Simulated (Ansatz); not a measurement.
**AlGaHCl+ (doublet): wave-function methods side by side, cc-pVDZ**

One table from this session's results is given with a row withheld; the runs are named, their logs left out.

Program: Ansatz 0.2.0, Gaussian basis. Level of theory: cc-pVDZ, core rule «outside noble gas», up to 24 orbitals frozen. These are calculated values, not measurements.

Plan: UHF; CCSD(T) on ROHF; CCSD(T) on UHF; BCCD(T) on ROHF; CISD as a restricted active space (open shells left free, so some higher excitations enter); CCSDT(Q) on ROHF; CCSDT(Q) on UHF; CASSCF and MRCISD+Q, 9 electrons in 9 orbitals; CASSCF and NEVPT2, 9 electrons in 9 orbitals.

19 further runs of the same task are left out: 6 that didn't finish, 13 set aside as unsound or not needed. Runs told in other sessions of the task aren't counted.

### The system

The geometry is a PBE0/def2-TZVP stationary point (not a proven minimum) of the parent state, kept for this charge and spin. No spin-orbit coupling is included. The filled d shell of Ga may be among the frozen orbitals whatever the setting's name suggests.

4 atoms, charge 1, spin multiplicity 2.

Atoms are counted from 1 here; the program's logs count them from 0.

Bond lengths: Cl1–Al2 2.109 Å, Al2–Ga3 2.523 Å, Al2–H4 1.582 Å. Angles: Cl1–Al2–Ga3 115.6°, Cl1–Al2–H4 122.7°, Ga3–Al2–H4 121.7°.

The first run:

in.yaml reads:

```yaml
crystal:
  periodic: [false, false, false]
  atoms:
    - {symbol: Cl, position_ang: [0.000000, -0.454110, 2.387882]}
    - {symbol: Al, position_ang: [0.000000, 0.897734, 0.768882]}
    - {symbol: Ga, position_ang: [0.000000, -0.152166, -1.525692]}
    - {symbol: H, position_ang: [0.000000, 2.467172, 0.964970]}
basis:
  gaussian: {orbitals: cc-pVDZ}
total_charge: 1
magnetization: {spin_polarized: true, initial_magnetization: 1}
hamiltonian: {xc: hf}
output: {orbitals: {seedname: orbitals}}
```

Run with:

```console
> ansatz run in.yaml --threads 1 --pin off --events-out ev --progress --plain --max-ram 2393MiB
```

Among the steps run: UHF; CCSD(T) on ROHF; CCSD(T) on UHF; BCCD(T) on ROHF; CISD as a restricted active space (open shells left free, so some higher excitations enter); CCSDT(Q) on ROHF; CCSDT(Q) on UHF; CASSCF and MRCISD+Q, 9 electrons in 9 orbitals; CASSCF and NEVPT2, 9 electrons in 9 orbitals.

One table of the session follows, with a row left open; its other results are not shown here.

| method | from UCCSDT(Q) (kJ/mol) |
| --- | --- |
| ROHF | +674.0 |
| UHF | +661.1 |
| RMP2 | +110.8 |
| UMP2 | +109.9 |
| CISD | ? |
| RCCSD | +19.9 |
| UCCSD | +19.0 |
| RCCSD(T) | +4.3 |
| UCCSD(T) | +3.8 |
| BCCD(T) | +4.2 |
| RCCSDT | +1.8 |
| UCCSDT | +1.3 |
| RCCSDT(Q) | +0.6 |
| UCCSDT(Q) | 0 |
| CASSCF frontier | +487.1 |
| MRCISD frontier | +52.1 |
| MRCISD+Q frontier | +7.0 |

**Question.** Estimate the row for CISD.

**Answer.** from UCCSDT(Q) (kJ/mol): +82.8. In the column «from UCCSDT(Q) (kJ/mol)» it lies between MRCISD frontier (+52.1) and UMP2 (+109.9).

Not comparable, so not listed: CASSCF and NEVPT2, 9 electrons in 9 orbitals (they don't share determinant, frozen orbitals or solution with the rows shown, or repeat one).

Caveats from the session: Restricted and unrestricted rows rest on different reference determinants; a gap between their highest levels can come from leftover correlation error, from unlike frozen cores or from another state. Warnings in the runs' records: passed over end.
